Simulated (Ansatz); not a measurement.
Run this with Ansatz's Python interface and show what comes out.

`vcrelax_si.py`:
```python
"""Variable-cell relaxation of Si."""

import ansatz as az
from ase import Atoms
from ase.data import atomic_numbers
from ase.io import write
import numpy as np
from pymatgen.core import Structure
from pymatgen.symmetry.analyzer import SpacegroupAnalyzer
import spglib

def edges_and_angles(cell):
    cell = np.asarray(cell)
    a, b, c = np.linalg.norm(cell, axis=1)
    cosines = cell[1] @ cell[2] / (b * c), cell[0] @ cell[2] / (a * c), cell[0] @ cell[1] / (a * b)
    return (a, b, c, *np.degrees(np.arccos(cosines)))

xtal = (
    az.Lattice.fcc(5.42712)
    .space_group(227, origin_choice=1)
    .atom("Si", (0.25, 0.25, 0.25))
    .primitive()
)

# part of the cell is held
setup = (
    xtal.calculation()
    .scf(tolerance=1e-10)
    .functional("pbe")
    .kpoints(8)
    .occupations("fixed")
    .relax(force_tolerance=0.05, fix_cell=["a", "angles"])
)
steps = []


def collect(event):
    if event["event"] == "relax_step":
        steps.append(event["data"])


outcome = setup.session().plan().execute(on_event=collect)
data = outcome.report
for s in steps:
    flag = "" if s["accepted"] else "  (rejected)"
    print("step %2d  E = %.5f eV  largest force component = %.4f eV/A%s" % (s["step"], s["lagrangian_ev"], s["allowed_force_max_ev_ang"], flag))

first, last = steps[0], steps[-1]
symbols = [site.symbol for site in outcome.lattice.sites]
print(f"energy gained {first['lagrangian_ev'] - last['lagrangian_ev']:.4f} eV in {len(steps) - 1} steps")
for label, vectors in (("before", first["cell_ang"]), ("after", outcome.lattice.cell_ang)):
    print(label, "a b c (A) {:.4f} {:.4f} {:.4f}  angles {:.2f} {:.2f} {:.2f}".format(*edges_and_angles(vectors)), f" V = {abs(np.linalg.det(vectors)):.3f} A^3")
print("final stress xx yy zz (GPa, compression positive):", np.round(np.diag(data["stress_gpa"]), 3) + 0.0)

relaxed = Atoms(symbols, positions=[site.position_ang for site in outcome.lattice.sites], cell=outcome.lattice.cell_ang, pbc=True)
write("relaxed.vasp", relaxed, format="vasp")

fractions = [site.position_frac for site in outcome.lattice.sites]
numbers = [atomic_numbers[s] for s in symbols]
for tolerance in (1e-3, 1e-2, 1e-1):
    print(f"space group at {tolerance} A:", spglib.get_spacegroup((outcome.lattice.cell_ang, fractions, numbers), symprec=tolerance))

energy = data["free_energy_ev"]
print("F of the Si cell: {:.6f} eV = {:.6f} Ry = {:.6f} Ha".format(energy, energy / 13.605693, energy / 27.211386))
print("Fermi level {:.4f} eV, {} k-points, {} symmetry operations".format(data["fermi_energy_ev"], data["n_kpoints"], data["n_symmetry_ops"]))

final = Structure(outcome.lattice.cell_ang, [s.symbol for s in outcome.lattice.sites], [s.position_frac for s in outcome.lattice.sites])
analyser = SpacegroupAnalyzer(final, symprec=0.01)
standard = analyser.get_conventional_standard_structure()
print(analyser.get_crystal_system(), analyser.get_space_group_symbol(), len(standard), "atoms in the conventional cell")
print("a b c (A):", [round(x, 4) for x in standard.lattice.abc], " angles:", [round(x, 2) for x in standard.lattice.angles])
print(f"mass density {float(final.density):.3f} g/cm^3")

used = data["setup"]
print("cutoffs (eV):", used["ecut_ev"], used["ecutrho_ev"], " FFT grid:", used["fft_dense"])
print("cell volume {:.3f} A^3, {} symmetry operations".format(used["cell_volume_ang3"], used["n_sym_ops"]))
```

```console
$ python vcrelax_si.py
DeckWarning: basis.ecutwfc = 420 eV, auto-derived from the records' recommended cutoffs: set by Si (normal level)
DeckWarning: crystal.symmetry: narrowed to the stabiliser of the fixed cell quantities (relax.cell.fix) — unitary ops 48 → 16. The narrowing is safe, since a smaller group never makes results wrong: [...]
step  1  E = -1271.60995 eV  largest force component = 0.0000 eV/A
step  2  E = -1271.61519 eV  largest force component = 0.0000 eV/A
step  3  E = -1271.61539 eV  largest force component = 0.0000 eV/A
step  4  E = -1271.61552 eV  largest force component = 0.0000 eV/A
energy gained 0.0056 eV in 3 steps
before a b c (A) 3.8376 3.8376 3.8376  angles 60.00 60.00 60.00  V = 39.962 A^3
after a b c (A) 3.8761 3.8569 3.8569  angles 60.33 59.83 59.83  V = 40.769 A^3
final stress xx yy zz (GPa, compression positive): [0.968 0.021 0.021]
space group at 0.001 A: I4_1/amd (141)
space group at 0.01 A: I4_1/amd (141)
space group at 0.1 A: Fd-3m (227)
F of the Si cell: -1271.615523 eV = -93.462018 Ry = -46.731009 Ha
Fermi level 6.0894 eV, 59 k-points, 16 symmetry operations
tetragonal I4_1/amd 4 atoms in the conventional cell
a b c (A): [3.8761, 3.8761, 5.4271]  angles: [90.0, 90.0, 90.0]
mass density 2.288 g/cm^3
cutoffs (eV): 420.0 1680.0  FFT grid: [27, 27, 27]
cell volume 40.769 A^3, 16 symmetry operations
```
(Warnings from the package without file and line, shortened.)

It writes `relaxed.vasp`:
```text
Si
 1.0000000000000000
     0.0000000000000003    2.7408315900500870    2.7408315900500870
     2.7135600000000002    0.0000000000000002    2.7408315900500870
     2.7135600000000002    2.7408315900500870    0.0000000000000000
 Si
   2
Cartesian
  1.3567800000000001  1.3704157950250435  1.3704157950250435
  5.4271200000000004  5.4816631801001741  5.4816631801001741
```

Absolute energies stand on the zero of these potentials, so only differences at equal settings mean something. A total without «per atom» is that of the whole cell that was run. Forces vanish by symmetry, so the ions can't move, and the end may be a saddle. Part of the cell is held or a pressure is applied, so the end point needn't be the zero-pressure lattice. The Fermi level of a run with fixed occupations marks the highest occupied state on its mesh, not mid-gap. The zero of the levels is a convention of the potentials, so an absolute Fermi energy is no work function. Energies along a relaxation are free energies. Rows at an unchanged volume are solved on a plane-wave basis chosen afresh for that cell, so the energy can jump there; the script counts such rows among its steps. Edges and angles are those of the cell as typed, here a primitive one, not of the conventional cell. Of the deposited cell: the entry's cell lengths or inner coordinates differ somewhat from later room-temperature determinations. The cell relaxed to the group I4_1/amd; tensors and edges are in the axes of the typed cell. Timing: 5.5 s on 1 thread of Arm Neoverse V1, on a shared host, peak memory 0.43 GiB.
